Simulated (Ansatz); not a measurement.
# C2H6BClSi: the cost of one run

Program: Ansatz 0.2.0, driven from Python. Level of theory: PBE/6-31G*. These are calculated values, not measurements.

## Step 1: The structure

Bond lengths: C1–B2 1.532 Å, B2–Si3 2.012 Å, B2–C4 1.626 Å, Si3–C4 1.715 Å, C4–Cl5 1.809 Å, C1–H6 1.152 Å, C1–H7 1.077 Å, C1–H8 1.157 Å, Si3–H9 1.516 Å, Si3–H10 1.494 Å, C4–H11 1.077 Å. Angles (14 of 21 angles, heavy atoms first): C1–B2–Si3 150.7°, C1–B2–C4 154.3°, Si3–B2–C4 55.0°, B2–Si3–C4 51.0°, B2–C4–Si3 74.0°, B2–C4–Cl5 109.1°, Si3–C4–Cl5 114.3°, B2–C1–H6 110.3°, B2–C1–H7 113.1°, B2–C1–H8 108.6°, B2–Si3–H9 107.3°, B2–Si3–H10 107.4°, C4–Si3–H9 119.9°, C4–Si3–H10 121.5°.

No structure file is read: the coordinates are typed or built in the script.

## Step 2: The script

c2h6bclsi_opt.py reads:

```python
'''Geometry optimisation of C2H6BClSi.'''

import itertools

import ansatz as az
from ase.data import atomic_numbers, covalent_radii
import numpy as np

mol = (
    az.Crystal.molecule()
    .atom('C', (-1.6824, 0.3323, 0.5303))
    .atom('B', (-0.2616, 0.0913, 0.0099))
    .atom('Si', (1.7054, -0.1773, 0.3386))
    .atom('C', (0.8479, -0.1866, -1.1462))
    .atom('Cl', (0.5809, -1.8353, -1.8407))
    .atom('H', (-2.4243, 0.4021, -0.3487))
    .atom('H', (-2.0081, -0.4166, 1.2326))
    .atom('H', (-1.7234, 1.3786, 1.0225))
    .atom('H', (2.2529, 1.1256, 0.8878))
    .atom('H', (1.8552, -1.4153, 1.1615))
    .atom('H', (0.9229, 0.6441, -1.827))
)

job = (
    mol.calculation()
    .basis(gaussian='6-31G*')
    .functional('pbe')
)
symbols = [site.symbol for site in mol.cartesian_sites]
start = np.array([site.position_ang for site in mol.cartesian_sites], dtype=float)
def progress(event):
    if event['event'] == 'relax_step':
        row = event['data']
        print(f'step {row["step"]:3d}  E = {row["lagrangian_ev"]:.6f} eV  largest force component {row["allowed_force_max_ev_ang"]:.4f} eV/A')


r = job.relax(force_tolerance=0.005, max_steps=100).session().plan().execute(on_event=progress).report
end = np.array(r['positions_ang'])

for key in ('converged', 'free_energy_ev', 'reference_energy_ev', 'n_frozen', 'n_occupied', 'n_virtual'):
    print(f'{key:22s} {r[key]}')

# pairs closer than 1.2 times the sum of covalent radii, before or after
radius = [covalent_radii[atomic_numbers[s]] for s in symbols]
span = lambda where, i, j: np.linalg.norm(where[i] - where[j])
bonded = [(i, j) for i, j in itertools.combinations(range(len(symbols)), 2) if min(span(start, i, j), span(end, i, j)) < 1.2 * (radius[i] + radius[j])]
print('pair        before    after (A)')
for i, j in bonded:
    print(f'{symbols[i]}{i}-{symbols[j]}{j}'.ljust(10), f'{span(start, i, j):8.4f} {span(end, i, j):8.4f}')
with open('c2h6bclsi_opt.xyz', 'w') as handle:
    handle.write(f'{len(symbols)}\nrelaxed C2H6BClSi\n')
    handle.writelines(f'{s:2s} {x:11.6f} {y:11.6f} {z:11.6f}\n' for s, (x, y, z) in zip(symbols, end))
```

## Step 3: What the engine is handed

The package turns the script's settings into the engine's input:

```yaml
crystal:
  periodic: [false, false, false]
  atoms:
    - { symbol: C, position_ang: [-1.6824, 0.3323, 0.5303] }
    - { symbol: B, position_ang: [-0.2616, 0.0913, 0.0099] }
    - { symbol: Si, position_ang: [1.7054, -0.1773, 0.3386] }
    - { symbol: C, position_ang: [0.8479, -0.1866, -1.1462] }
    - { symbol: Cl, position_ang: [0.5809, -1.8353, -1.8407] }
    - { symbol: H, position_ang: [-2.4243, 0.4021, -0.3487] }
    - { symbol: H, position_ang: [-2.0081, -0.4166, 1.2326] }
    - { symbol: H, position_ang: [-1.7234, 1.3786, 1.0225] }
    - { symbol: H, position_ang: [2.2529, 1.1256, 0.8878] }
    - { symbol: H, position_ang: [1.8552, -1.4153, 1.1615] }
    - { symbol: H, position_ang: [0.9229, 0.6441, -1.827] }
basis:
  gaussian:
    orbitals: "6-31G*"
hamiltonian:
  xc: pbe
relax:
  f_tol: 0.005
  max_steps: 100
```

## Step 4: Running it

Launch:

```
$ python c2h6bclsi_opt.py
```

Q: Estimate wall time and peak memory on 1 thread of Arm Neoverse V1, shared host.

About 87 s, with a peak of 0.22 GiB.
